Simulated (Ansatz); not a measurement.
# CeO2 (Fm-3m): equation of state

One table from this session's results is given with a row withheld; the runs are named, their logs left out.

Method: DFT r²SCAN, scalar-relativistic, plane waves, PAW, in Ansatz 0.2.0.

### The starting structure

Symmetry: Fm-3m, No. 225, cubic system. The conventional cell has a = 5.437 Å, b = 5.437 Å, c = 5.437 Å, α = 90.00°, β = 90.00°, γ = 90.00°. Ce (site symmetry m-3m) is surrounded by 8 O at 2.35 Å. Around O (site symmetry -43m) lie 4 Ce at 2.35 Å.

Coordinates:

```cif
data_structure
_symmetry_space_group_name_H-M 'P 1'
_symmetry_Int_Tables_number 1
_cell_length_a 3.8448
_cell_length_b 3.8448
_cell_length_c 3.8448
_cell_angle_alpha 60.000
_cell_angle_beta 60.000
_cell_angle_gamma 60.000
_cell_volume 40.19
loop_
_atom_site_label
_atom_site_type_symbol
_atom_site_fract_x
_atom_site_fract_y
_atom_site_fract_z
_atom_site_occupancy
Ce1 Ce 0.00000 0.00000 0.00000 1
O1 O 0.25000 0.25000 0.25000 1
O2 O 0.75000 0.75000 0.75000 1
```

An earlier run at r²SCAN left this cell at 13.396 Å³/atom and 0.00 GPa (8×8×8 mesh).

Volume factors to run: 0.980, 1.020, 0.960, 1.040.

Set-up of the first run:

Input file input.yaml:

```yaml
crystal:
  lattice:
    - [0.0, 2.7004365011, 2.7004365011]
    - [2.7004365011, 0.0, 2.7004365011]
    - [2.7004365011, 2.7004365011, 0.0]
  atoms:
    - { symbol: Ce, position: [0.0, 0.0, 0.0] }
    - { symbol: O, position: [0.25, 0.25, 0.25] }
    - { symbol: O, position: [0.75, 0.75, 0.75] }
basis:
  ecutwfc: 500
  ecutrho_ratio: 4
kpoints:
  mp_grid: { grid: [8, 8, 8] }
hamiltonian:
  xc: r2scan
scf:
  occupations: { method: gaussian, width: 0.05 }
output:
  forces: true
  stress: true
  eigenvalues: true
```

Started as:

```
> ansatz run input.yaml --threads 2 --pin off --max-ram 5120MiB --backend cpu --events-out ev --progress --plain --runs-dir out
```

Among the steps run: At 0.980 of the relaxed volume; Volume × 1.020; Scaling the volume by 0.960; Volume × 1.040.

One table of the session follows, with a row left open; its other results are not shown here.

It belongs to the step «Energy and pressure against volume». 

| volume (Å³/atom) | energy (meV/atom) | pressure (GPa) | gap (eV) |
| --- | --- | --- | --- |
| 12.860 | 13.77 | 8.55 | 2.34 |
| 13.128 | 3.31 | 4.05 | 2.27 |
| 13.396 | 0.00 | 0.00 | 2.20 |
| 13.664 | ? | ? | ? |
| 13.932 | 11.93 | -6.89 | 2.07 |

**Question.** Estimate the row for volume (Å³/atom) = 13.664.

Worked estimate for «energy (meV/atom)». A straight line through the neighbours (13.396, 0.00) and (13.932, 11.93) gives 0.00 + (11.93 − 0.00) × (13.664 − 13.396) / (13.932 − 13.396) = 5.96; a parabola fitted to 3 rows on both sides gives 2.87.

As computed: energy (meV/atom): 3.08; pressure (GPa): -3.63; gap (eV): 2.14. In «energy (meV/atom)» the line misses by +2.88 and the parabola by -0.21.
